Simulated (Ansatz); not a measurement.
# GaH7OSi: ionisation energy by level of theory

An exercise on one series of results from a longer session: the logs are not shown, and one member is left open.

Computed with Ansatz 0.2.0, Gaussian basis. Level: unrestricted cation, the program's frozen cores in correlated methods.

Levels to be run: UKS PBE-D4/def2-TZVPP; UKS r2SCAN-D4/def2-TZVPP; UKS PBE0-D4/def2-TZVPP; UKS B3LYP-D4/def2-TZVPP; UKS wB97X-V/def2-TZVPP; UKS wB97M-V/def2-TZVPP; UKS B2PLYP/def2-TZVPP; UHF-CCSD(T)/def2-TZVPP; UHF-MP2/def2-QZVPP; extrapolation to the limit; then −ε(HOMO) from the neutral's earlier runs with LDA (SPW92), PBE-D4, revPBE-D4, BLYP-D4, r2SCAN-D4, B97M-V, PBE0-D4, B3LYP-D4, r2SCANh-D4, r2SCAN0-D4, HSE06-D4, BHLYP-D4, CAM-B3LYP-D4, LC-ωPBE, ωB97X-V, ωB97M-V.

## Structure used throughout

All runs share one geometry, relaxed beforehand with PBE0-D4 in a triple-zeta def2 set.

10 atoms, charge 0, spin multiplicity 1.

Atoms are counted from 1 here; the program's logs count them from 0.

Bond lengths: Si1–O2 1.686 Å, Si1–H4 1.485 Å, Si1–H5 1.480 Å, Si1–H6 1.475 Å, O2–Ga3 2.176 Å, O2–H7 0.960 Å, Ga3–H8 1.571 Å, Ga3–H9 1.583 Å, Ga3–H10 1.578 Å. Angles: O2–Si1–H4 106.7°, O2–Si1–H5 110.5°, O2–Si1–H6 105.9°, H4–Si1–H5 110.0°, H4–Si1–H6 111.6°, H5–Si1–H6 112.0°, Si1–O2–Ga3 118.1°, Si1–O2–H7 117.7°, Ga3–O2–H7 112.1°, O2–Ga3–H8 100.1°, O2–Ga3–H9 92.2°, O2–Ga3–H10 95.6°, H8–Ga3–H9 118.9°, H8–Ga3–H10 119.6°, H9–Ga3–H10 118.3°.

The first run:

The input, in.yaml:

```yaml
crystal:
  periodic: [false, false, false]
  atoms:
    - {symbol: Si, position_ang: [-0.484692, 0.680133, -1.289315]}
    - {symbol: O, position_ang: [-0.772191, -0.233739, 0.097528]}
    - {symbol: Ga, position_ang: [0.882117, -0.550978, 1.475179]}
    - {symbol: H, position_ang: [-1.767064, 0.739986, -2.034953]}
    - {symbol: H, position_ang: [0.556036, 0.040651, -2.124897]}
    - {symbol: H, position_ang: [-0.069647, 2.013209, -0.814499]}
    - {symbol: H, position_ang: [-1.323937, -1.014801, 0.010141]}
    - {symbol: H, position_ang: [0.306577, 0.146588, 2.760318]}
    - {symbol: H, position_ang: [1.885630, 0.253474, 0.552580]}
    - {symbol: H, position_ang: [0.870270, -2.125624, 1.370919]}
basis:
  gaussian: {orbitals: def2-TZVPP}
total_charge: 1
magnetization: {spin_polarized: true, initial_magnetization: 1}
hamiltonian: {xc: pbe, dispersion: d4}
```

The run is started by

```sh
$ ansatz run in.yaml --threads 2 --pin off --events-out ev --progress --plain --max-ram 32768MiB --backend cpu
```

Among the steps run: Cation, UKS PBE-D4/def2-TZVPP; Cation, UKS r2SCAN-D4/def2-TZVPP; Cation, UKS PBE0-D4/def2-TZVPP; Cation, UKS B3LYP-D4/def2-TZVPP; Cation, UKS wB97X-V/def2-TZVPP; Cation, UKS wB97M-V/def2-TZVPP; Cation, UKS B2PLYP (frozen core)/def2-TZVPP; Cation, UHF-CCSD(T)/def2-TZVPP; Cation, UHF-MP2/def2-QZVPP.

One table of the session follows, with a row left open; its other results are not shown here.

It belongs to the step «Ionisation energies side by side». Orbital estimates, from the neutral's runs:

| functional | −ε(HOMO) (eV) |
| --- | --- |
| LDA (SPW92) | 6.59 |
| PBE-D4 | 6.53 |
| revPBE-D4 | 6.50 |
| BLYP-D4 | 6.43 |
| r2SCAN-D4 | 6.85 |
| B97M-V | ? |
| PBE0-D4 | 7.77 |
| B3LYP-D4 | 7.58 |
| r2SCANh-D4 | 7.30 |
| r2SCAN0-D4 | 7.98 |
| HSE06-D4 | 7.37 |
| BHLYP-D4 | 8.95 |
| CAM-B3LYP-D4 | 9.16 |
| LC-ωPBE | 10.55 |
| ωB97X-V | 10.20 |
| ωB97M-V | 10.02 |

Q: Estimate the row for B97M-V from the others.

The run gave: −ε(HOMO) (eV): 6.97. In the column «−ε(HOMO) (eV)» it lies between r2SCAN-D4 (6.85) and r2SCANh-D4 (7.30).
